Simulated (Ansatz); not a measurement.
# Ti3S2 (P1) in Ansatz: convergence with wavefunction cutoff

Aim: find how far wavefunction cutoff must go before the results for Ti3S2 settle, at LDA. This setting moves, with any that are tied to it; all else stays.

Everything below comes from runs of Ansatz 0.2.0. Logs are shortened: lines on timing, memory, paths and dates and some standing lists are left out, and cuts for length are marked.

### 1 The cell of the first run

The typed cell holds 5 atoms: a = 4.505 Å, b = 4.505 Å, c = 4.505 Å, α = 74.06°, β = 74.06°, γ = 74.06°.

The cell comes from a database or a generator and needn't be the stable form of this composition.

The cell isn't the ideal one: atoms moved at random, drawn with an rms of 0.05 Å.

### 2 With wavefunction cutoff 200 eV

The input, input.yaml:

```yaml
crystal:
  lattice:
    - [2.7131139241, 1.5664170544, 3.2376184047]
    - [-2.7131139241, 1.5664170544, 3.2376184047]
    - [0.0, -3.1328341088, 3.2376184047]
  atoms:
    - { symbol: Ti, position: [0.005038, 0.338862, 0.654334] }
    - { symbol: Ti, position: [0.661449, 0.007021, 0.334549] }
    - { symbol: Ti, position: [0.332583, 0.659153, -0.000112] }
    - { symbol: S, position: [0.148987, 0.192115, 0.164592] }
    - { symbol: S, position: [0.837722, 0.837989, 0.827783] }
hamiltonian:
  xc: lda
  pseudopotentials: { kind: paw }
kpoints:
  mp_grid: { grid: [5, 5, 5] }
scf:
  occupations: { method: fermi_dirac, width: 0.1 }
output:
  forces: true
  stress: true
  eigenvalues: true
basis:
  ecutwfc: "200 eV"
```

Potentials or basis: Ansatz PAW.

Run with:

```console
$ ansatz run input.yaml --threads 2 --pin off --max-ram 5632MiB --backend cpu --events-out ev --progress --plain --runs-dir out
```

It took 1.5 s on 2 threads of Intel Xeon 6975P-C (Granite Rapids), shared host; peak memory 0.4 GiB.

Results:

```
Free energy            : -9078.1375 eV
Pressure               : -13.8 GPa
Largest force          : 1.191 eV/Å
Band gap on the k mesh : none (metal or under the smearing width)
```

### 3 With wavefunction cutoff 250 eV

Changes to input.yaml since step 2:

```diff
@@ -23,2 +23,2 @@
 basis:
-  ecutwfc: "200 eV"
+  ecutwfc: "250 eV"
```

Potentials or basis: Ansatz PAW.

Run with:

```console
$ ansatz run input.yaml --threads 2 --pin off --max-ram 5632MiB --backend cpu --events-out ev --progress --plain --runs-dir out
```

Run time: 1.7 s. Hardware: 2 threads of Intel Xeon 6975P-C (Granite Rapids), shared host; peak memory 0.37 GiB.

What came out:

| Item | Value |
| --- | --- |
| Free energy | -9091.7246 eV |
| Pressure | -6.2 GPa |
| Largest force | 1.216 eV/Å |
| Band gap on the k mesh | none (metal or under the smearing width) |

### 4 With wavefunction cutoff 300 eV

Changes to input.yaml since step 3:

```diff
@@ -23,2 +23,2 @@
 basis:
-  ecutwfc: "250 eV"
+  ecutwfc: "300 eV"
```

Run with:

```console
$ ansatz run input.yaml --threads 2 --pin off --max-ram 5632MiB --backend cpu --events-out ev --progress --plain --runs-dir out
```

Run time: 1.9 s. Hardware: 2 threads of Intel Xeon 6975P-C (Granite Rapids), shared host; peak memory 0.38 GiB.

Results:

```yaml
Free_energy: -9094.8662 eV
Pressure: -7.1 GPa
Largest_force: 1.267 eV/Å
Band_gap_on_the_k_mesh: none (metal or under the smearing width)
```

### 5 With wavefunction cutoff 350 eV

Changes to input.yaml since step 4:

```diff
@@ -23,2 +23,2 @@
 basis:
-  ecutwfc: "300 eV"
+  ecutwfc: "350 eV"
```

Run with:

```console
$ ansatz run input.yaml --threads 2 --pin off --max-ram 5632MiB --backend cpu --events-out ev --progress --plain --runs-dir out
```

It took 2.5 s on 2 threads of Intel Xeon 6975P-C (Granite Rapids), shared host; peak memory 0.41 GiB.

Results:

```yaml
Free_energy: -9095.3095 eV
Pressure: -7.4 GPa
Largest_force: 1.241 eV/Å
Band_gap_on_the_k_mesh: none (metal or under the smearing width)
```

### 6 With wavefunction cutoff 400 eV

Changes to input.yaml since step 5:

```diff
@@ -23,2 +23,2 @@
 basis:
-  ecutwfc: "350 eV"
+  ecutwfc: "400 eV"
```

Potentials or basis: Ansatz PAW.

Run with:

```console
$ ansatz run input.yaml --threads 2 --pin off --max-ram 5632MiB --backend cpu --events-out ev --progress --plain --runs-dir out
```

It took 2.8 s on 2 threads of Intel Xeon 6975P-C (Granite Rapids), shared host; peak memory 0.43 GiB.

The run converged. Its results:

| Property | Result |
| --- | --- |
| Free energy | -9095.3565 eV |
| Pressure | -7.3 GPa |
| Largest force | 1.242 eV/Å |
| Band gap on the k mesh | none (metal or under the smearing width) |

### 7 With wavefunction cutoff 450 eV

Changes to input.yaml since step 6:

```diff
@@ -23,2 +23,2 @@
 basis:
-  ecutwfc: "400 eV"
+  ecutwfc: "450 eV"
```

Run with:

```console
$ ansatz run input.yaml --threads 2 --pin off --max-ram 5632MiB --backend cpu --events-out ev --progress --plain --runs-dir out
```

Wall time 3.3 s (2 threads of Intel Xeon 6975P-C (Granite Rapids), shared host); peak memory 0.45 GiB.

It converged, with:

- Free energy: -9095.3600 eV
- Pressure: -7.3 GPa
- Largest force: 1.242 eV/Å
- Band gap on the k mesh: none (metal or under the smearing width)

### 8 With wavefunction cutoff 500 eV

Changes to input.yaml since step 7:

```diff
@@ -23,2 +23,2 @@
 basis:
-  ecutwfc: "450 eV"
+  ecutwfc: "500 eV"
```

Run with:

```console
$ ansatz run input.yaml --threads 2 --pin off --max-ram 5632MiB --backend cpu --events-out ev --progress --plain --runs-dir out
```

It took 3.7 s on 2 threads of Intel Xeon 6975P-C (Granite Rapids), shared host; peak memory 0.46 GiB.

Results (log left out):

```
Free energy            : -9095.3613 eV
Pressure               : -7.3 GPa
Largest force          : 1.242 eV/Å
Band gap on the k mesh : none (metal or under the smearing width)
```

### 9 With wavefunction cutoff 600 eV

Changes to input.yaml since step 8:

```diff
@@ -23,2 +23,2 @@
 basis:
-  ecutwfc: "500 eV"
+  ecutwfc: "600 eV"
```

Potentials or basis: Ansatz PAW.

Run with:

```console
$ ansatz run input.yaml --threads 2 --pin off --max-ram 5632MiB --backend cpu --events-out ev --progress --plain --runs-dir out
```

Run time: 4.9 s. Hardware: 2 threads of Intel Xeon 6975P-C (Granite Rapids), shared host; peak memory 0.51 GiB.

It converged, with:

- Free energy: -9095.3631 eV
- Pressure: -7.3 GPa
- Largest force: 1.242 eV/Å
- Band gap on the k mesh: none (metal or under the smearing width)

### 10 With wavefunction cutoff 800 eV

Changes to input.yaml since step 9:

```diff
@@ -23,2 +23,2 @@
 basis:
-  ecutwfc: "600 eV"
+  ecutwfc: "800 eV"
```

Potentials or basis: Ansatz PAW.

Run with:

```console
$ ansatz run input.yaml --threads 2 --pin off --max-ram 5632MiB --backend cpu --events-out ev --progress --plain --runs-dir out
```

What it wrote:

```text
Warning: RAYON_NUM_THREADS=2 ignored (pool sized by the plan → 2); use --threads N
Engine: ansatz 0.2.0, x86_64-unknown-linux-gnu
Pseudopotentials: kind: paw
Pseudopotential: Ti, paw, valence charge 12, recommended cutoff 420 eV (normal), Ti.paw.azcp
Pseudopotential: S, paw, valence charge 6, recommended cutoff 420 eV (normal), S.paw.azcp
Functional definition: SPW92
  exchange = slater_x
  correlation = pw_c
Crystal: 5 atoms, lattice volume = 82.557 Å³
Basis set: ecut = 800 eV, 4263 PW (Γ)
Bands: 29, of which v1, the nominal top of the filled ones, is band 24 counted from 1 (23 counted from 0)
Symmetry: 1 space group operations
Space group: P1 (ITA 1), of the structure as read, at distance tolerance 4.4e-5 Å
k-points: 63 of 125 (time reversal used)
Non-local potential: Ti, projectors of the file, l = 0: 3, l = 1: 2, l = 2: 3, l = 3: 1
Non-local potential: S, projectors of the file, l = 0: 2, l = 1: 2, l = 2: 2
PAW form: soft (Blöchl's): semilocal exchange-correlation on the pseudo side does not see the compensation charge
PAW frozen core: Ti, regenerated for the run's functional, and the local potential with it (the file was generated under x = pbe(κ = 0.804, μ = 0.2195149727645171), c = pbe(β = 0.06672455060314922))
PAW frozen core: S, regenerated for the run's functional, and the local potential with it (the file was generated under x = pbe(κ = 0.804, μ = 0.2195149727645171), c = pbe(β = 0.06672455060314922))
PAW one-centre angular grid: Ti, 590 points (default); XC on 64 Gauss nodes
PAW one-centre angular grid: S, 110 points (default); XC on 64 Gauss nodes
Initial density: superposition of atomic densities (neutral atoms: chi_scale 0, normalization atom), corrected by the library's trained network
Initial wavefunctions: pseudopotential atomic-orbital guess
Functional: x = slater, c = lda
SCF iter   1: F=—  HF=-9095.372249 eV  |F-HF|=—  |Δ(HF+E_count)|=         —  Δρ=9.02e-3  dr2=3.86e-2  ethr=1.77e-3  ⟨swp⟩=5.0  Hψ=7526  notcnv=0
preconditioner: auto → Kerker (q_TF=auto, 2.493 Å⁻¹)  [metal: Δε(μ)=0.087 eV  Ē_g=6.157 eV  σ=0.100 eV  W_gap=0.21  n_scr=20 (ndim 8)  ℏωp=20.0 eV  f_vac=0.000  D(μ)=3.22/eV (n_scr^D=20)]
SCF iter   2: F=—  HF=-9095.366117 eV  |F-HF|=—  |Δ(HF+E_count)|=   6.13e-3  Δρ=4.63e-3  dr2=1.10e-2  ethr=8.03e-5  ⟨swp⟩=2.4  Hψ=2783  notcnv=0
SCF iter   3: F=—  HF=-9095.364558 eV  |F-HF|=—  |Δ(HF+E_count)|=   1.56e-3  Δρ=1.25e-3  dr2=1.11e-3  ethr=2.28e-5  ⟨swp⟩=1.0  Hψ=1839  notcnv=0
SCF iter   4: F=—  HF=-9095.364392 eV  |F-HF|=—  |Δ(HF+E_count)|=   1.66e-4  Δρ=2.83e-4  dr2=6.74e-5  ethr=2.32e-6  ⟨swp⟩=2.3  Hψ=2784  notcnv=0
SCF iter   5: F=—  HF=-9095.364340 eV  |F-HF|=—  |Δ(HF+E_count)|=   5.19e-5  Δρ=7.05e-5  dr2=4.05e-6  ethr=1.40e-7  ⟨swp⟩=2.0  Hψ=2445  notcnv=0
SCF iter   6: F=—  HF=-9095.364340 eV  |F-HF|=—  |Δ(HF+E_count)|=   9.90e-8  Δρ=1.99e-5  dr2=3.69e-7  ethr=8.44e-9  ⟨swp⟩=2.8  Hψ=3438  notcnv=0
SCF iter   7: F=-9095.364340 eV  HF=-9095.364340 eV  |F-HF|=2.21e-8  |Δ(HF+E_count)|=   4.33e-9  Δρ=5.54e-6  dr2=3.34e-8  ethr=2.08e-10  ⟨swp⟩=5.3  Hψ=6766  notcnv=0
SCF 1 converged in 7 iterations: F = -9095.364340 eV  dr2 = 3.34e-8
SCF converged after 7 iterations
Free energy (F): -9095.364340 eV
Harris-Foulkes:  -9095.364340 eV  (|F-HF|=2.21e-8)
Internal energy: -9095.242098 eV  (E = F + TS)
E sigma→0 (E₀):  -9095.303219 eV
Entropy (-TS):   -0.122241 eV (-24.448 meV/atom)
Fermi energy:    12.012244 eV
--- Per-component energies (eV) ---
  E_band       = -478.349654
  E_kinetic    = 1040.247983
  E_local      = -2967.465942  (includes V_loc(G=0)·N_el)
  E_nonlocal   = 95.248114
  E_hartree    = 1212.954275
  E_xc         = -486.232587
  E_vxc        = -545.345819  (∫ρ·V_xc dr)
  E_paw        = -4135.536334  (= ΣΔE_a)
  E_vpaw       = -526.939908  (= ΣTr[D̂ρ^β])
  E_aug_tail   = 0.000007  (compensation charges beyond the density's cutoff)
  E_ewald      = -3855.741862
  E_core_change = 1.284246  (= ΣΔE_core)
  E_smearing   = -0.122241  (= −TS)
  E_closure    = -0.000000  (closes the sum)
  Σ components = -9095.364340   (vs F -9095.364340, Δ=0.00e0)
--- Forces (eV/Å), atoms counted from 1 ---
  atom   1  Ti    -0.35321404    -0.41397797     0.27299932
  atom   2  Ti    -0.07840409     0.10535959    -0.34917138
  atom   3  Ti    -0.45323765     0.67480571     0.86553596
  atom   4  S      1.17285016    -0.07171451    -0.40207325
  atom   5  S     -0.28800275    -0.29448057    -0.38728100
  max |Σ_I F_I| component: 9.65e-6 eV/Å
--- Stress (GPa, compression-positive) ---
       -8.322097      -1.330956      -0.233002
       -1.330956      -5.605094       0.017889
       -0.233000       0.017888      -8.060063
  P = ⅓ Tr σ = -7.3291 GPa (-73.291 kbar)
--- Band table (eV; the first three rows and the last of 63) ---
  k-point 0: bands = ["-44.3904", "-44.3455", "-44.3212", "-21.0589", "-21.0519", "-21.0239", "-21.0031", "-20.9882", "-20.9779", "-20.9635", "-20.7971", "-20.7952", "-3.2302", "-1.2984", "5.9136", "6.1843", "6.3682", "7.8614", "7.9806", "8.3285", "9.8710", "10.5654", "11.9187", "12.0357", "12.5346", "12.5796", "13.6527", "13.7710", "13.9266"]
  k-point 1: bands = ["-44.3856", "-44.3480", "-44.3234", "-21.0843", "-21.0504", "-21.0333", "-21.0268", "-20.9858", "-20.9356", "-20.9172", "-20.8299", "-20.8038", "-3.0392", "-1.4190", "5.8854", "6.2078", "6.3902", "7.5099", "7.9030", "8.3573", "10.2189", "10.9038", "11.7584", "11.9014", "12.2403", "12.7502", "13.1235", "13.6431", "14.1794"]
  k-point 2: bands = ["-44.3752", "-44.3545", "-44.3270", "-21.1024", "-21.0706", "-21.0226", "-21.0095", "-20.9843", "-20.9329", "-20.8798", "-20.8549", "-20.8221", "-2.6053", "-1.7406", "5.9567", "6.0761", "6.3950", "7.2295", "7.5685", "8.7004", "10.7774", "11.2079", "11.4641", "11.6140", "11.9241", "12.8107", "13.1562", "13.3465", "13.9180"]
  k-point 62: bands = ["-44.3709", "-44.3568", "-44.3288", "-21.1070", "-21.0751", "-21.0629", "-21.0112", "-20.9554", "-20.9278", "-20.8769", "-20.8537", "-20.8202", "-2.3987", "-1.7445", "5.5291", "5.9309", "6.2560", "7.3570", "7.8079", "8.7858", "10.8851", "11.2848", "11.4613", "11.5805", "12.2646", "12.6042", "13.0077", "13.1503", "13.5119"]
```

Wall time 6.2 s (2 threads of Intel Xeon 6975P-C (Granite Rapids), shared host); peak memory 0.62 GiB.

Results:

| Quantity | Value |
| --- | --- |
| Free energy | -9095.3643 eV |
| Pressure | -7.3 GPa |
| Largest force | 1.242 eV/Å |
| Band gap on the k mesh | none (metal or under the smearing width) |

### 11 Summary

| wavefunction cutoff | energy less the tightest run, at zero smearing (meV/atom) | pressure (GPa) | largest force (eV/Å) | SCF cycles | CPU time (s) | peak memory (GiB) |
| --- | --- | --- | --- | --- | --- | --- |
| 200 eV | 3445.11 | -13.82 | 1.191 | 8 | 2.9 | 0.4 |
| 250 eV | 728.09 | -6.24 | 1.216 | 7 | 3.2 | 0.37 |
| 300 eV | 99.70 | -7.06 | 1.267 | 7 | 3.7 | 0.38 |
| 350 eV | 10.99 | -7.37 | 1.241 | 7 | 4.8 | 0.41 |
| 400 eV | 1.57 | -7.32 | 1.242 | 7 | 5.5 | 0.43 |
| 450 eV | 0.86 | -7.32 | 1.242 | 7 | 6.4 | 0.45 |
| 500 eV | 0.61 | -7.32 | 1.242 | 7 | 7.3 | 0.46 |
| 600 eV | 0.24 | -7.33 | 1.242 | 7 | 9.6 | 0.51 |
| 800 eV | 0.00 | -7.33 | 1.242 | 7 | 12 | 0.62 |

Against the tightest run, the energy stays within 1 meV/atom from 450 eV on; the pressure stays within 0.1 GPa from 350 eV on; the largest force stays within 0.005 eV/Å from 350 eV on. The tightest run that finished is the yardstick and may itself not be fully converged.

Caveats: the PAW data sets come from PBE, with cores solved anew for the run's functional, which leaves a small shift of forces and pressure.
